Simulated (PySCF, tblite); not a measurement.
**C₄H₁₃BGeS: geometry, infrared bands and NMR shifts**

What infrared bands and NMR shifts should C₄H₁₃BGeS (`CCC[BH][GeH2][S]C`) show?

The runs use tblite 0.8.0 and PySCF 2.14.0, with density-fitted response routines of our own; the level of theory stands in each step. All values are computed, except where a source is named. Atoms are numbered from 0 throughout.

**1. Starting geometry**

20 atoms, charge 0, multiplicity 1; geometry from: force field or distance geometry start.

Bonds of the start (Å): C0–C1 1.51, C1–C2 1.51, C2–B3 1.58, B3–Ge4 2.01, Ge4–S5 2.23, S5–C6 1.82, C0–H7 1.09, C0–H8 1.11, C0–H9 1.12, C1–H10 1.11, C1–H11 1.10, C2–H12 1.12, C2–H13 1.11, B3–H14 1.18, Ge4–H15 1.55, Ge4–H16 1.56, C6–H17 1.12, C6–H18 1.12, C6–H19 1.12.

**2. Optimising the geometry with GFN2-xTB**

Job settings and geometry (Å):

```
{"job": {"kind": "relax", "xc": "GFN2-xTB", "basis": "xTB"}, "charge": 0, "multiplicity": 1}
C     -3.548800     0.210400    -0.489000
C     -2.053800     0.350600    -0.655700
C     -1.358400    -0.767200     0.093300
B      0.214600    -0.726700    -0.008600
Ge     1.309700     0.947600     0.223100
S      3.234700     0.765000    -0.893100
C      4.305600    -0.344600     0.067500
H     -4.075900     0.371900    -1.429900
H     -3.721500    -0.828900    -0.131300
H     -3.935100     0.914200     0.299000
H     -1.759800     1.291100    -0.149700
H     -1.834800     0.358000    -1.733700
H     -1.723400    -1.711800    -0.382800
H     -1.686100    -0.849800     1.152300
H      0.716400    -1.577100    -0.646900
H      0.547000     2.223700    -0.222300
H      1.714500     1.183000     1.706000
H      3.696800    -1.120400     0.601600
H      4.942600     0.230300     0.782200
H      5.010500    -0.908600    -0.594800
```

On the command line:

```
$ OMP_NUM_THREADS=1 python probes_run.py task.json out
```

This one command runs all jobs of the session in turn.

What it wrote:

```text
step      E/eV     max force
  0    -586.95283    1.801
  1    -587.13357    0.703
  2    -587.21640    0.518
  3    -587.26694    0.620
  4    -587.32174    0.464
  5    -587.34635    0.391
  6    -587.36445    0.313
  7    -587.37942    0.247
  8    -587.39209    0.284
  9    -587.40375    0.316
 10    -587.41373    0.273
 11    -587.42093    0.237
 12    -587.42620    0.141
 13    -587.43030    0.176
 14    -587.43407    0.138
 15    -587.43750    0.133
 16    -587.44042    0.130
 17    -587.44339    0.166
 18    -587.44712    0.180
 19    -587.45169    0.159
 20    -587.45681    0.157
 21    -587.46241    0.223
 22    -587.46879    0.258
 23    -587.47610    0.221
 24    -587.48351    0.161
 25    -587.48959    0.180
 26    -587.49430    0.175
 27    -587.49869    0.186
 28    -587.50287    0.157
 29    -587.50653    0.165
 30    -587.50972    0.173
 31    -587.51266    0.219
 32    -587.51623    0.173
 33    -587.52206    0.225
 34    -587.52639    0.253
 35    -587.53305    0.239
 36    -587.54048    0.214
 37    -587.54821    0.242
 38    -587.55500    0.240
 39    -587.55914    0.242
 40    -587.56483    0.232
 41    -587.56902    0.146
 42    -587.57407    0.132
 43    -587.57656    0.153
 44    -587.58117    0.143
 45    -587.58419    0.105
 46    -587.58656    0.102
 47    -587.58869    0.118
 48    -587.59144    0.164
 49    -587.59366    0.126
 50    -587.59494    0.096
 51    -587.59584    0.065
 52    -587.59681    0.071
 53    -587.59808    0.103
 54    -587.59954    0.103
 55    -587.60054    0.080
 56    -587.60118    0.087
 57    -587.60181    0.085
 58    -587.60262    0.091
 59    -587.60350    0.101
 60    -587.60422    0.065
 61    -587.60470    0.057
 62    -587.60508    0.050
 63    -587.60552    0.068
 64    -587.60612    0.080
 65    -587.60694    0.073
 66    -587.60792    0.080
 67    -587.60888    0.077
 68    -587.60965    0.074
 69    -587.61029    0.066
 70    -587.61094    0.071
 71    -587.61174    0.079
 72    -587.61272    0.076
 73    -587.61379    0.071
 74    -587.61473    0.055
 75    -587.61561    0.058
 76    -587.61666    0.073
 77    -587.61810    0.087
 78    -587.61974    0.082
 79    -587.62150    0.126
 80    -587.62317    0.107
 81    -587.62575    0.100
 82    -587.62798    0.108
 83    -587.62947    0.104
 84    -587.63058    0.077
 85    -587.63159    0.073
 86    -587.63258    0.085
 87    -587.63343    0.061
 88    -587.63410    0.058
 89    -587.63469    0.070
 90    -587.63522    0.078
 91    -587.63589    0.055
 92    -587.63655    0.041
 93    -587.63678    0.039
 94    -587.63707    0.039
 95    -587.63734    0.039
 96    -587.63775    0.053
 97    -587.63821    0.066
 98    -587.63875    0.051
 99    -587.63937    0.058
100    -587.64030    0.070
101    -587.64173    0.106
102    -587.64368    0.150
103    -587.64455    0.135
104    -587.64686    0.098
105    -587.64782    0.074
106    -587.64906    0.078
107    -587.64969    0.091
108    -587.65098    0.074
109    -587.65201    0.069
110    -587.65268    0.080
111    -587.65328    0.060
112    -587.65392    0.051
113    -587.65439    0.033
114    -587.65458    0.032
115    -587.65481    0.031
116    -587.65497    0.027
117    -587.65514    0.026
118    -587.65530    0.028
119    -587.65544    0.028
120    -587.65556    0.025
121    -587.65567    0.020
122    -587.65577    0.025
123    -587.65587    0.024
124    -587.65597    0.025
125    -587.65608    0.025
126    -587.65623    0.028
127    -587.65642    0.034
128    -587.65665    0.031
129    -587.65691    0.039
130    -587.65717    0.044
131    -587.65744    0.055
132    -587.65778    0.047
133    -587.65826    0.042
134    -587.65863    0.040
135    -587.65894    0.039
136    -587.65922    0.039
137    -587.65954    0.042
138    -587.65995    0.044
139    -587.66043    0.068
140    -587.66088    0.058
141    -587.66129    0.047
142    -587.66157    0.031
143    -587.66174    0.038
144    -587.66187    0.025
145    -587.66199    0.025
146    -587.66221    0.025
147    -587.66236    0.031
148    -587.66256    0.029
149    -587.66269    0.025
150    -587.66279    0.023
151    -587.66290    0.028
152    -587.66306    0.032
153    -587.66326    0.034
154    -587.66347    0.035
155    -587.66365    0.035
156    -587.66380    0.027
157    -587.66397    0.034
158    -587.66418    0.038
159    -587.66440    0.030
160    -587.66461    0.035
161    -587.66481    0.035
162    -587.66506    0.043
163    -587.66538    0.054
164    -587.66586    0.064
165    -587.66632    0.059
166    -587.66672    0.043
167    -587.66696    0.043
168    -587.66722    0.047
169    -587.66753    0.046
170    -587.66806    0.050
171    -587.66835    0.037
172    -587.66858    0.028
173    -587.66881    0.032
174    -587.66905    0.040
175    -587.66943    0.050
176    -587.66983    0.051
177    -587.67022    0.039
178    -587.67042    0.033
179    -587.67063    0.032
180    -587.67085    0.030
181    -587.67112    0.034
182    -587.67129    0.034
183    -587.67148    0.036
184    -587.67176    0.027
185    -587.67195    0.029
186    -587.67213    0.026
187    -587.67226    0.026
188    -587.67238    0.021
189    -587.67246    0.019
190    -587.67252    0.018
191    -587.67259    0.018
192    -587.67267    0.020
193    -587.67277    0.019
194    -587.67288    0.028
195    -587.67300    0.029
196    -587.67314    0.030
197    -587.67328    0.022
198    -587.67339    0.019
199    -587.67349    0.026
200    -587.67357    0.020
201    -587.67367    0.018
202    -587.67375    0.020
203    -587.67382    0.019
204    -587.67391    0.020
205    -587.67403    0.020
206    -587.67426    0.040
207    -587.67456    0.057
208    -587.67477    0.077
209    -587.67501    0.061
210    -587.67533    0.038
211    -587.67563    0.037
212    -587.67616    0.038
213    -587.67656    0.053
214    -587.67697    0.037
215    -587.67737    0.049
216    -587.67756    0.041
217    -587.67782    0.045
218    -587.67807    0.035
219    -587.67831    0.029
220    -587.67850    0.034
221    -587.67873    0.027
222    -587.67893    0.029
223    -587.67916    0.032
224    -587.67946    0.035
225    -587.67974    0.040
226    -587.68000    0.069
227    -587.68032    0.045
228    -587.68064    0.027
229    -587.68086    0.039
230    -587.68111    0.052
231    -587.68142    0.063
232    -587.68180    0.065
233    -587.68214    0.062
234    -587.68239    0.052
235    -587.68275    0.047
236    -587.68335    0.062
237    -587.68396    0.059
238    -587.68451    0.046
239    -587.68497    0.041
240    -587.68524    0.049
241    -587.68547    0.034
242    -587.68563    0.032
243    -587.68576    0.022
244    -587.68588    0.022
245    -587.68595    0.018
246    -587.68603    0.020
247    -587.68612    0.022
248    -587.68621    0.020
249    -587.68629    0.018
250    -587.68633    0.014
251    -587.68637    0.015
252    -587.68640    0.012
253    -587.68642    0.008
```

It took 3.6 s on 1 thread of Arm Neoverse N1, shared host.

Along the way: (not every step is listed)

```csv
step,energy from step 0 (eV),largest force (eV/Å)
0,0.0000,1.8009
1,-0.1807,0.7032
2,-0.2636,0.5184
3,-0.3141,0.6200
4,-0.3689,0.4641
5,-0.3935,0.3915
6,-0.4116,0.3132
7,-0.4266,0.2468
8,-0.4393,0.2838
32,-0.5634,0.1734
56,-0.6484,0.0865
80,-0.6703,0.1068
104,-0.6940,0.0984
128,-0.7038,0.0315
152,-0.7102,0.0318
176,-0.7170,0.0513
200,-0.7207,0.0203
224,-0.7266,0.0350
248,-0.7334,0.0196
249,-0.7335,0.0181
250,-0.7335,0.0136
251,-0.7335,0.0153
252,-0.7336,0.0116
253,-0.7336,0.0084
```

Close pairs (by a distance rule), those that changed most:

```csv
bond,before (Å),after (Å),change (Å)
Ge4–H15,1.552,1.508,-0.044
C0–H9,1.125,1.089,-0.036
C6–H17,1.122,1.086,-0.035
C6–H19,1.120,1.085,-0.035
Ge4–H16,1.555,1.523,-0.032
C6–H18,1.117,1.086,-0.030
C0–H8,1.113,1.089,-0.024
C2–H12,1.119,1.098,-0.021
```

The end geometry stands in the next job.

**3. Infrared spectrum with GFN2-xTB**

Job settings and geometry (Å):

```
{"job": {"kind": "ir", "xc": "GFN2-xTB", "basis": "xTB"}, "charge": 0, "multiplicity": 1}
C     -3.081378    -0.043584    -1.069078
C     -1.770044     0.375653    -0.417576
C     -1.197386    -0.715561     0.490015
B      0.183871    -0.418609     1.151843
Ge     1.286764     1.200638     0.639096
S      2.384669     0.730235    -1.257595
C      3.530068    -0.537988    -0.619392
H     -3.465828     0.753063    -1.701626
H     -2.937994    -0.929539    -1.685128
H     -3.830119    -0.271145    -0.312010
H     -1.932383     1.282632     0.172076
H     -1.039274     0.613072    -1.196968
H     -1.095564    -1.639164    -0.095267
H     -1.938706    -0.971774     1.256065
H      0.633916    -1.211934     1.887074
H      0.600456     2.496244     0.284563
H      2.386215     1.643419     1.595628
H      2.977656    -1.408035    -0.276252
H      4.125430    -0.122106     0.188693
H      4.174481    -0.814839    -1.446895
```

What it wrote:

```text
mode    cm-1     km/mol
  1      20.3      0.29
  2      37.4      4.65
  3      58.5      0.90
  4      83.6      1.84
  5     106.8      0.08
  6     116.8      1.83
  7     148.5      2.45
  8     164.0      0.31
  9     235.0      0.26
 10     265.6      2.35
 11     356.8     36.37
 12     378.5     27.28
 13     459.8      3.41
 14     541.8      5.09
 15     556.3      9.28
 16     624.0    234.33
 17     639.8     10.48
 18     687.4      9.62
 19     717.2      8.75
 20     824.1      5.62
 21     851.9     61.43
 22     869.1    223.47
 23     943.0      0.62
 24     953.8      2.93
 25     972.6      2.26
 26     982.7      5.44
 27    1077.1     45.39
 28    1098.8     68.06
 29    1134.6      5.88
 30    1211.6      0.07
 31    1261.8     11.63
 32    1274.0      0.36
 33    1320.8      1.30
 34    1351.0     10.21
 35    1417.6      1.95
 36    1437.3     29.56
 37    1452.9      6.77
 38    1460.7      6.61
 39    1483.4      0.61
 40    1505.2      2.54
 41    1505.6      2.79
 42    1837.3    468.93
 43    1961.5    458.88
 44    2627.6    113.08
 45    2897.7     13.50
 46    2935.2     13.46
 47    2943.5     51.33
 48    2957.2     42.99
 49    3014.4      5.69
 50    3018.6     10.83
 51    3021.3     49.26
 52    3026.5     40.03
 53    3039.3     33.41
 54    3057.1      3.52
```

It took 1.4 s on 1 thread of Arm Neoverse N1, shared host.

Which atoms move in the most intense modes:

```csv
cm⁻¹,km/mol,atoms
624,234.3,"H15 45 %, H16 28 %"
852,61.4,"H14 36 %, C2 13 %"
869,223.5,"H15 41 %, H16 37 %"
1099,68.1,"B3 21 %, C1 19 %, H14 14 %, C0 13 %"
1837,468.9,H16 91 %
1962,458.9,H15 91 %
2628,113.1,H14 92 %
2944,51.3,"H11 59 %, H10 23 %"
```

**4. NMR shieldings: PBE0/pcSseg-1**

Same as in step 3 but for these lines:

```diff
@@ -1,2 +1,2 @@
-{"job": {"kind": "ir", "xc": "GFN2-xTB", "basis": "xTB"}, "charge": 0, "multiplicity": 1}
+{"job": {"kind": "nmr", "xc": "PBE0", "basis": "pcSseg-1"}, "charge": 0, "multiplicity": 1}
 C     -3.081378    -0.043584    -1.069078
```

Method: GIAO PBE0/pcSseg-1 NMR shielding, non-relativistic, gas phase.

What it wrote:

```text
coarse grid: 71768 points
cycle   1  E = -2659.3057992705  dE = -2.911e-01  |g| = 9.282e-01  |ddm| = 3.922e+00
cycle   2  E = -2659.2735866225  dE =  3.221e-02  |g| = 9.669e-01  |ddm| = 1.190e+00
cycle   3  E = -2659.3901483660  dE = -1.166e-01  |g| = 1.004e-01  |ddm| = 7.752e-01
cycle   4  E = -2659.3920679701  dE = -1.920e-03  |g| = 3.168e-02  |ddm| = 1.523e-01
cycle   5  E = -2659.3923865203  dE = -3.186e-04  |g| = 6.167e-03  |ddm| = 4.993e-02
cycle   6  E = -2659.3923977681  dE = -1.125e-05  |g| = 1.774e-03  |ddm| = 1.018e-02
cycle   7  E = -2659.3923985671  dE = -7.990e-07  |g| = 3.919e-04  |ddm| = 2.192e-03
final grid: 150664 points
cycle   8  E = -2659.3924178428  dE = -7.220e-08  |g| = 3.961e-04  |ddm| = 2.159e-03
cycle   9  E = -2659.3924178276  dE =  1.517e-08  |g| = 4.701e-04  |ddm| = 6.540e-04
cycle  10  E = -2659.3924178800  dE = -5.237e-08  |g| = 2.813e-05  |ddm| = 3.682e-04
cycle  11  E = -2659.3924178802  dE = -2.242e-10  |g| = 8.379e-06  |ddm| = 4.521e-05
converged SCF energy = -2659.3924178802

GIAO shielding tensors (ppm)
atom      isotropic    diamagn.    paramagn.     s11        s22        s33       span
  0 C      167.429     244.196     -76.767    153.874    161.662    186.752     32.877
  1 C      160.107     248.881     -88.774    148.511    160.847    170.964     22.453
  2 C      143.112     253.686    -110.574    109.589    155.959    163.788     54.199
  3 B      -11.275     191.775    -203.050   -110.071    -51.348    127.595    237.666
  4 Ge    1535.383    2758.995   -1223.612   1440.511   1546.833   1618.804    178.293
  5 S      698.874    1058.909    -360.035    570.890    634.686    891.048    320.158
  6 C      169.318     250.817     -81.499    155.958    163.011    188.985     33.026
  7 H       30.298      27.403       2.895     25.358     28.029     37.508     12.150
  8 H       30.696      28.787       1.909     26.894     28.777     36.416      9.522
  9 H       30.727      28.027       2.700     26.829     28.418     36.936     10.107
 10 H       29.919      32.852      -2.933     24.733     30.500     34.525      9.792
 11 H       29.559      33.640      -4.082     23.349     28.932     36.395     13.046
 12 H       29.828      32.537      -2.709     26.924     28.213     34.346      7.422
 13 H       29.633      31.653      -2.020     25.126     28.757     35.015      9.889
 14 H       21.662      30.691      -9.029     12.016     25.300     27.671     15.654
 15 H       27.147      31.040      -3.893     20.802     22.902     37.738     16.936
 16 H       27.171      30.648      -3.476     20.494     22.444     38.577     18.083
 17 H       29.758      31.472      -1.715     23.065     28.854     37.354     14.289
 18 H       29.571      29.266       0.305     24.073     27.603     37.037     12.964
 19 H       29.789      28.394       1.395     23.948     26.416     39.003     15.056
```

It took 1.8 min on 1 thread of Arm Neoverse N1, shared host; peak memory 0.98 GiB.

The references, computed at this level on geometries of the same kind, shield at (ppm): 1H TMS 31.72, 13C TMS 186.9, 11B BF3·OEt2 100.1, 33S CS2 504, 73Ge GeMe4 1331. Their shielding less the atom's gives the shift. The references are single molecules in the gas phase. Atoms listed in one row are averaged.

```csv
atoms,environment,σ (ppm),δ (ppm)
C2,sp3 CH2 bonded to B,143.1,43.8
C1,sp3 CH2,160.1,26.8
C0,methyl carbon,167.4,19.5
C6,methyl carbon bonded to S,169.3,17.6
H14,"hydrogen on a boron bonded to C, Ge",21.66,10.05
"H15, H16","hydrogen on a germanium bonded to B, S",27.16,4.56
"H17, H18, H19",hydrogen on a methyl carbon bonded to S,29.71,2.01
"H12, H13",hydrogen on an sp3 CH2 bonded to B,29.73,1.99
"H10, H11",hydrogen on an sp3 CH2,29.74,1.98
"H7, H8, H9",hydrogen on a methyl carbon,30.57,1.14
B3,"boron bonded to C, Ge, H",-11.3,111.3
Ge4,"germanium bonded to B, S, 2 H",1535,-204
S5,"sulfur bonded to C, Ge",699,-195
```

The run also stored atomic charges by several schemes (e):

```csv
atoms,Mulliken,IAO,Hirshfeld,ESP fit
C0,-0.24,-0.42,-0.12,-0.53
C1,-0.30,-0.24,-0.07,0.45
C2,-0.47,-0.39,-0.14,-0.53
B3,0.23,-0.04,0.11,0.44
Ge4,-0.03,0.41,0.23,0.05
S5,-0.23,-0.16,-0.11,-0.21
C6,-0.39,-0.50,-0.12,-0.45
```

Mayer bond orders: C0–C1 1.07, C1–C2 1.04, C2–B3 1.01, B3–Ge4 0.92, Ge4–S5 0.99, S5–C6 0.98.

Orbitals, density, ELF and potential are computed afterwards from the orbital file.

Frontier orbitals at PBE0/pcSseg-1, with the share of their density that lies nearest to each atom:

```csv
orbital,energy (eV),lies on
HOMO,-6.49,S5 74 %
LUMO,-2.24,B3 52 %; H14 11 %; S5 9 %
```

ELF in a plane through or near 6 of the atoms.

Ten even steps from ' ' (0.00) to '@' (1.00):
```
                                                        
                                                        
                        ....                            
                      ==%%@@**                          
              ::--....%%@@@@@@                          
            ..--**==--%%@@@@%%    ####::                
              ::**==..::::%%==  ##@@@@%%                
                --::==++::--..  %%@@@@##                
        ++++    ::--..==..--  ..**@@%%==..::::..        
      ++@@@@%%::..::--==++--  --**::++****@@@@##        
      ++@@@@@@**::  ....::..::==%%##****%%@@@@@@..      
      ..**##**%%%%::        ::====::  ::++%%%%**        
        ..::##@@@@%%        --%%%%::  ..--::::..        
            ##@@@@@@..      **@@@@--    ::..            
            ::##%%++        ::####..                    
                ..                                      
                                                        
                                                        
                                                        
                                                        
```
The map spans 13.5 Å across and 10.2 Å up, centred on the molecule. Atoms in the plane (x, y in Å): C1 (1.8, 0.3), Ge4 (-1.3, 1.3), H9 (3.8, -0.2), H10 (1.9, 1.4), H17 (-3.0, -1.5), H18 (-4.1, -0.1).

On the surface of density 0.002 e/bohr³ the electrostatic potential runs, from the 1st to the 99th percentile, from -1.10 V near S5 to 1.32 V near B3.

**5. Summary of results**

| quantity | value |
| --- | --- |
| strongest single infrared mode (GFN2-xTB) | 1837 cm⁻¹, 469 km/mol |
| zero-point energy (GFN2-xTB) | 98.5 kcal/mol |
| 13C shifts against TMS (PBE0/pcSseg-1) | 43.8, 26.8, 19.5, 17.6 ppm |
| 1H shifts against TMS (PBE0/pcSseg-1, means over atoms taken as alike) | 10.05, 4.56, 2.01, 1.99, 1.98, 1.14 ppm |
| 11B shifts against BF3·OEt2 (PBE0/pcSseg-1) | 111.3 ppm |
| 73Ge shifts against GeMe4 (PBE0/pcSseg-1) | -204 ppm |
| 33S shifts against CS2 (PBE0/pcSseg-1) | -195 ppm |
| surface potential, 1st and 99th percentile | -1.10 V and 1.32 V |

The optimisation took 253 steps and gained 0.734 eV; among the close pairs (by a distance rule), Ge4–H15 changed most, from 1.552 to 1.508 Å. No mode is imaginary among the 54: a minimum at this level. The strongest single mode, at 1837 cm⁻¹, moves mainly H16. GFN2-xTB is a fitted tight-binding method: band positions and strengths are rough. Its intensities can rank the bands wrongly. At PBE0/pcSseg-1: The widest tensor belongs to S5: span 320 ppm, with a paramagnetic part of -360 ppm. By nearest atom (PBE0/pcSseg-1), the HOMO sits on S5 74 % and the LUMO on B3 52 %; H14 11 %. Spin-orbit coupling is left out, which matters for shieldings and couplings at and beside the heavy atoms.
